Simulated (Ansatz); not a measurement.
# C₂H₂I, SMILES [CH]=CI: a geometry optimisation

Computed with Ansatz 0.2.0, Python API.

Input file `c2h2i.xyz`:
```text
5

C    -0.53510   -0.71720   -0.13730
C     0.08810    0.42920   -0.06560
I     1.82560    0.44410    0.91180
H    -1.06000   -1.57180   -0.21870
H    -0.26870    1.34200   -0.53160
```

`opt_c2h2i.py`:
```python
"""Geometry optimisation of C2H2I."""

import itertools

import ansatz as az
from ase.data import atomic_numbers, covalent_radii
import numpy as np

mol = az.Crystal.molecule_from_extxyz("c2h2i.xyz")

calculation = (
    mol.calculation()
    .basis(gaussian="def2-SVP")
    .functional("pbe0")
    .spin("collinear", total=1)
)
symbols = [site.symbol for site in mol.cartesian_sites]
start = np.array([site.position_ang for site in mol.cartesian_sites], dtype=float)
def progress(event):
    if event["event"] == "relax_step":
        row = event["data"]
        print(f"step {row['step']:3d}  E = {row['lagrangian_ev']:.6f} eV  largest force component {row['allowed_force_max_ev_ang']:.4f} eV/A")


r = calculation.relax(force_tolerance=0.005, max_steps=100).session().plan().execute(on_event=progress).report
end = np.array(r["positions_ang"])

for key in ("converged", "free_energy_ev", "reference_energy_ev", "n_frozen", "n_occupied", "n_virtual"):
    print(f"{key:22s} {r[key]}")

# pairs closer than 1.2 times the sum of covalent radii, before or after
radius = [covalent_radii[atomic_numbers[s]] for s in symbols]
span = lambda where, i, j: np.linalg.norm(where[i] - where[j])
bonded = [(i, j) for i, j in itertools.combinations(range(len(symbols)), 2) if min(span(start, i, j), span(end, i, j)) < 1.2 * (radius[i] + radius[j])]
print("pair        before    after (A)")
for i, j in bonded:
    print(f"{symbols[i]}{i}-{symbols[j]}{j}".ljust(10), f"{span(start, i, j):8.4f} {span(end, i, j):8.4f}")
for first, second in list(itertools.combinations(bonded, 2)):
    shared = set(first) & set(second)
    if shared and symbols[(j := shared.pop())] != "H":
        i, k = sorted((set(first) | set(second)) - {j})
        u, v = end[i] - end[j], end[k] - end[j]
        angle = np.degrees(np.arccos(np.clip(u @ v / np.linalg.norm(u) / np.linalg.norm(v), -1, 1)))
        print(f"final angle {symbols[i]}{i}-{symbols[j]}{j}-{symbols[k]}{k}: {angle:.2f} deg")
with open("c2h2i_opt.xyz", "w") as handle:
    handle.write(f"{len(symbols)}\nrelaxed C2H2I\n")
    handle.writelines(f"{s:2s} {x:11.6f} {y:11.6f} {z:11.6f}\n" for s, (x, y, z) in zip(symbols, end))
```

Output of `python opt_c2h2i.py`:
```text
step   1  E = -10200.001578 eV  largest force component 3.6011 eV/A
step   2  E = -10200.350468 eV  largest force component 1.3211 eV/A
step   3  E = -10200.379212 eV  largest force component 0.7201 eV/A
step   4  E = -10200.406696 eV  largest force component 1.1330 eV/A
step   5  E = -10200.426255 eV  largest force component 0.7243 eV/A
step   6  E = -10200.481926 eV  largest force component 0.7539 eV/A
step   7  E = -10200.421972 eV  largest force component 3.1675 eV/A
step   8  E = -10200.520292 eV  largest force component 0.2637 eV/A
step   9  E = -10200.518373 eV  largest force component 0.2467 eV/A
step  10  E = -10200.526069 eV  largest force component 0.0823 eV/A
step  11  E = -10200.526611 eV  largest force component 0.1143 eV/A
step  12  E = -10200.527915 eV  largest force component 0.0532 eV/A
step  13  E = -10200.527987 eV  largest force component 0.0234 eV/A
step  14  E = -10200.527991 eV  largest force component 0.0018 eV/A
converged              True
free_energy_ev         -10200.528010421436
reference_energy_ev    -10200.528010421436
n_frozen               0
n_occupied             [20, 19]
n_virtual              [44, 45]
pair        before    after (A)
C0-C1        1.3068   1.2936
C0-H3        1.0062   1.0860
C1-I2        1.9936   2.1585
C1-H4        1.0852   1.0931
final angle C1-C0-H3: 145.10 deg
final angle C0-C1-I2: 121.71 deg
final angle C0-C1-H4: 127.21 deg
final angle I2-C1-H4: 111.09 deg
```

It writes `c2h2i_opt.xyz`:
```text
5
relaxed C2H2I
C    -0.748169   -0.619093   -0.285444
C    -0.006723    0.430107   -0.134081
I     1.855865    0.355558    0.954218
H    -0.848429   -1.677997   -0.066339
H    -0.202644    1.437725   -0.509754
```

Total energies depend on the basis set; only differences at equal settings carry meaning. The end point is the stationary point reached from this start; no frequency run checks that it is a minimum, and the basis set is modest. def2 sets replace the cores of elements past krypton by effective core potentials. The run takes the species as open-shell (spin multiplicity 2), which needn't be its ground state. Timing: 54 s on 1 thread of Arm Neoverse V1, with other jobs on the host, peak memory 0.24 GiB.
